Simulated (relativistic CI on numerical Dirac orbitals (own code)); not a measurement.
**Dy XXVII (Dy²⁶⁺): levels and lines**

Aim: the low levels of Dy²⁶⁺, their labels and the strongest lines; runs with one setting changed show what the result hangs on.

Method: Dirac-Coulomb-Breit CI, KLI orbitals optimised for each configuration, model QED (radiative potential, 1s self-energy scaled to tabulated hydrogen-like ionisation energies). Code: relativistic CI on numerical Dirac orbitals (own code) version 4.

### Step 1. Starting point

```
ion                       : Dy²⁶⁺ (Dy XXVII)
nuclear charge            : 66
electrons                 : 40
isotope                   : A = 164
first configuration typed : [Kr] 4d4
```

Outer shells as boxes (Hund's rule):

first configuration typed
```
[Kr] core
4d [↑ ][↑ ][↑ ][↑ ][  ]
```

### Step 2. Base run

Settings, as recorded:

```ini
atom Dy  Z=66  charge=26  electrons=40
nucleus A=164  rms_radius_fm=5.2218
hamiltonian dirac-coulomb  breit=on  qed=on  c_scale=1
orbitals kli  potential=per-configuration
slater_scale 1
correlation none
mixing on
configurations
  [Kr] 4d4
  [Ar] 3d10 4s2 4p5 4d5
  [Kr] 4d3 4f
  [Ar] 3d10 4s 4p6 4d5
  [Ar] 3d10 4s2 4p5 4d4 4f
  [Ar] 3d10 4s 4p6 4d4 4f
  [Kr] 4d3 5s
  [Kr] 4d3 5p
  [Kr] 4d2 4f 5s
  [Kr] 4d3 5d
  [Ar] 3d10 4s2 4p5 4d4 5s
  [Kr] 4d2 5s 5p
  [Kr] 4d3 5f
  [Ar] 3d10 4p6 4d5 4f
  [Kr] 4d3 6s
  [Ar] 3d10 4s 4p6 4d3 4f 5s
  [Kr] 4d3 6p
  [Kr] 4d3 6f
  [Kr] 4d3 7p
  [Ar] 3d10 4p6 4d6
  [Ar] 3d10 4p5 4d7
  [Ar] 3d10 4p5 4d6 4f
  [Kr] 4d2 5s2
  [Kr] 4d 4f 5s2
  [Ar] 3d10 4s2 4p5 4d2 4f 5s2
  [Ar] 3d10 4s 4p6 4d2 4f 5s2
end
```

The run is started by

```bash
$ python run_levels.py task.json out
```

One command runs all members of the session, one after another, from task.json.

### Step 3. Correlation estimate p86

Changes to the settings of step 2:

```diff
@@ -5,3 +5,3 @@
 slater_scale 1
-correlation none
+correlation p86
 mixing on
```

### Step 4. Without the Breit term

Changes to the settings of step 3:

```diff
@@ -2,6 +2,6 @@
 nucleus A=164  rms_radius_fm=5.2218
-hamiltonian dirac-coulomb  breit=on  qed=on  c_scale=1
+hamiltonian dirac-coulomb  breit=off  qed=on  c_scale=1
 orbitals kli  potential=per-configuration
 slater_scale 1
-correlation p86
+correlation none
 mixing on
```

### Step 5. The first 3 configurations alone

Settings, as recorded:

```ini
atom Dy  Z=66  charge=26  electrons=40
nucleus A=164  rms_radius_fm=5.2218
hamiltonian dirac-coulomb  breit=on  qed=on  c_scale=1
orbitals kli  potential=per-configuration
slater_scale 1
correlation none
mixing on
configurations
  [Kr] 4d4
  [Ar] 3d10 4s2 4p5 4d5
  [Kr] 4d3 4f
end
```

(Steps that only read results are left out.)

Q: Predict the outcome of this session. Wanted: lowest level; first excitation; lowest level of the other parity; fastest E1 line; ionisation energy.

**Answer**, as computed:

| run | time | mean size of shift, levels followed (cm⁻¹) | lowest level | ionisation energy (eV) |
| --- | --- | --- | --- | --- |
| main run | 14 s | 0 | 4d4 [4d3/2^4] J=0 | 924.52 |
| correlation estimate p86 | 14 s | 1.2 | 4d4 [4d3/2^4] J=0 | 926.46 |
| without the Breit term | 12 s | 3320 | 4d4 [4d3/2^4] J=0 | 925.02 |
| the first 3 configurations alone | 0.91 s | 2785 | 4d4 [4d3/2^4] J=0 | - |

The tabulated theoretical ionisation energy (NIST) is 924 eV.

| quantity | value |
| --- | --- |
| lowest level | 4d4 [4d3/2^4] J=0 |
| first excitation | 4d4 [4d3/2^3 4d5/2] J=1, 48161 cm⁻¹ |
| lowest level of the other parity | 4p5 4d5 7P°4, 134.00 eV |
| levels in the model | 8893 |
| fastest E1 line (by rate) to the lowest level among the lowest 400 of 8893 levels | 6.381 nm, from 4d3 4f [4d3/2^3 4f5/2] J=1° |
| ionisation energy | 924.52 eV |
| ionisation energy, tabulated theoretical (NIST) | 924 eV |

4d4 [4d3/2^4] J=0 comes out lowest; its LS label holds 50 % and its jj label 91 %; over the low levels the means are 52 and 84 %, so jj coupling describes them better. The ionisation energy agrees with the tabulated theoretical value within its uncertainty of 4 eV. Of the changes tried, the run «without the Breit term» moves the low levels most, by 3320 cm⁻¹ on average. NIST names this ground level 5D0; the leading computed term differs because terms mix. Lifetimes count radiative decay inside the model alone.
